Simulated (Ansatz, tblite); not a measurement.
# C14H8N2: rung by rung

The task here is to estimate one member of a computed series from the others.

Computed with Ansatz 0.2.0, Gaussian basis. Level: as each input shows.

Levels to be run: GFN1-xTB, GFN2-xTB, PBE-D4/def2-TZVP, r2SCAN-D4/def2-TZVP, PBE-D4/def2-SVP, PBE0-D4/def2-SVP, MP2/def2-SVP.

4 further runs of the same task are left out: 4 that didn't finish. Runs told in other sessions of the task aren't counted.

### The relaxed structure

The geometry is that of the singlet, from an earlier relaxation (PBE0-D4/def2-SVP).

24 atoms, charge 0, spin multiplicity 1.

Bond lengths: C1–C2 1.364 Å, C1–C15 1.447 Å, C1–H17 1.091 Å, C2–C3 1.445 Å, C2–H18 1.088 Å, C3–N4 1.298 Å, C3–C14 1.516 Å, N4–C5 1.353 Å, C5–C6 1.373 Å, C5–H19 1.097 Å, C6–C7 1.469 Å, C6–C16 1.437 Å, C7–C8 1.353 Å, C7–H20 1.090 Å, C8–C9 1.469 Å, C8–H21 1.089 Å, C9–N10 1.313 Å, C9–C16 1.425 Å and more. Angles: C2–C1–C15 109.8°, C2–C1–H17 126.0°, C15–C1–H17 124.2°, C1–C2–C3 108.2°, C1–C2–H18 128.7°, C3–C2–H18 123.0°, C2–C3–N4 120.6°, C2–C3–C14 106.3°, N4–C3–C14 133.1°, C3–N4–C5 128.0°, N4–C5–C6 129.4°, N4–C5–H19 113.7°, C6–C5–H19 116.9°, C5–C6–C7 124.8°, C5–C6–C16 128.5°, C7–C6–C16 106.7°, C6–C7–C8 109.6°, C6–C7–H20 123.5° and more.

As a file:

```xyz
24
C14H8N2
C    -3.6399   -0.0604   -0.4878
C    -3.1615   -1.2905   -0.1423
C    -1.7312   -1.1863    0.0317
N    -1.0290   -2.2259    0.3648
C     0.3068   -2.2985    0.5650
C     1.2563   -1.3118    0.4713
C     2.6925   -1.5048    0.7129
C     3.3450   -0.3322    0.5361
C     2.3586    0.6926    0.1676
N     2.5867    1.9599   -0.0889
C     1.4954    2.6909   -0.4052
C     0.2074    2.1959   -0.4702
C    -0.0541    0.8253   -0.1952
C    -1.3727    0.2596   -0.2483
C    -2.5491    0.8882   -0.5537
C     1.0759    0.0729    0.1316
H    -4.6827    0.1896   -0.6887
H    -3.7093   -2.2206   -0.0065
H     0.6579   -3.3006    0.8412
H     3.1325   -2.4629    0.9910
H     4.4123   -0.1403    0.6394
H     1.6766    3.7493   -0.6208
H    -0.6084    2.8695   -0.7355
H    -2.6660    1.9411   -0.8095
```

PBE0-D4/def2-TZVP was run before; its log isn't repeated, and its numbers join the tables.

The first run:

Tight binding, by tblite at 300 K electronic temperature and without a spin-polarisation term:

```python
tblite.interface.Calculator('GFN1-xTB', numbers, positions, charge=0, uhf=0).singlepoint()
```

Tight binding, by tblite at 300 K electronic temperature and without a spin-polarisation term:

```python
tblite.interface.Calculator('GFN2-xTB', numbers, positions, charge=0, uhf=0).singlepoint()
```

start.molden holds the orbitals of an earlier run on this state, given as this run's starting guess.

in.yaml reads:

```yaml
crystal:
  periodic: [false, false, false]
  atoms:
    - {symbol: C, position_ang: [-3.639929, -0.060438, -0.487786]}
    - {symbol: C, position_ang: [-3.161456, -1.290463, -0.142306]}
    - {symbol: C, position_ang: [-1.731244, -1.186253, 0.031725]}
    - {symbol: N, position_ang: [-1.028971, -2.225912, 0.364829]}
    - {symbol: C, position_ang: [0.306848, -2.298521, 0.564991]}
    - {symbol: C, position_ang: [1.256308, -1.311841, 0.471294]}
    - {symbol: C, position_ang: [2.692549, -1.504778, 0.712864]}
    - {symbol: C, position_ang: [3.344999, -0.332241, 0.536107]}
    - {symbol: C, position_ang: [2.358615, 0.692608, 0.167571]}
    - {symbol: N, position_ang: [2.586720, 1.959915, -0.088948]}
    - {symbol: C, position_ang: [1.495363, 2.690938, -0.405180]}
    - {symbol: C, position_ang: [0.207374, 2.195881, -0.470208]}
    - {symbol: C, position_ang: [-0.054079, 0.825332, -0.195160]}
    - {symbol: C, position_ang: [-1.372747, 0.259568, -0.248309]}
    - {symbol: C, position_ang: [-2.549064, 0.888166, -0.553700]}
    - {symbol: C, position_ang: [1.075867, 0.072914, 0.131615]}
    - {symbol: H, position_ang: [-4.682707, 0.189574, -0.688678]}
    - {symbol: H, position_ang: [-3.709255, -2.220601, -0.006476]}
    - {symbol: H, position_ang: [0.657870, -3.300565, 0.841179]}
    - {symbol: H, position_ang: [3.132465, -2.462864, 0.991043]}
    - {symbol: H, position_ang: [4.412255, -0.140324, 0.639366]}
    - {symbol: H, position_ang: [1.676635, 3.749342, -0.620834]}
    - {symbol: H, position_ang: [-0.608433, 2.869497, -0.735547]}
    - {symbol: H, position_ang: [-2.665974, 1.941086, -0.809472]}
basis:
  gaussian: {orbitals: def2-TZVP, initial_orbitals: start.molden}
hamiltonian: {xc: pbe, dispersion: d4}
scf: {omitted_lower_state_checks: [starts]}
output: {forces: true, orbitals: {seedname: orbitals}}
```

Command:

```
$ ansatz run in.yaml --threads 4 --pin off --events-out ev --progress --plain --max-ram 6963MiB
```

Steps of the session up to this table: PBE-D4/def2-TZVP; r2SCAN-D4/def2-TZVP; PBE-D4/def2-SVP; PBE0-D4/def2-SVP; MP2/def2-SVP.

One table of the session follows, with a row left open; its other results are not shown here.

It belongs to the step «Binding energy». 

```
              level  binding an atom (eV)
        HF/def2-SVP                 3.922
    PBE-D4/def2-SVP                 5.780
   PBE-D4/def2-TZVP                 5.686
r2SCAN-D4/def2-TZVP                     ?
   PBE0-D4/def2-SVP                 5.624
  PBE0-D4/def2-TZVP                 5.530
       MP2/def2-SVP                 5.359
```

**Question.** Estimate the row for r2SCAN-D4/def2-TZVP.

As computed: binding an atom (eV): 5.452. In the column «binding an atom (eV)» it lies between MP2/def2-SVP (5.359) and PBE0-D4/def2-TZVP (5.530).

Caveats from the session: Free atoms were run apart at each level; binding is atoms less cluster, divided by the number of atoms, without zero-point or spin-orbit terms.
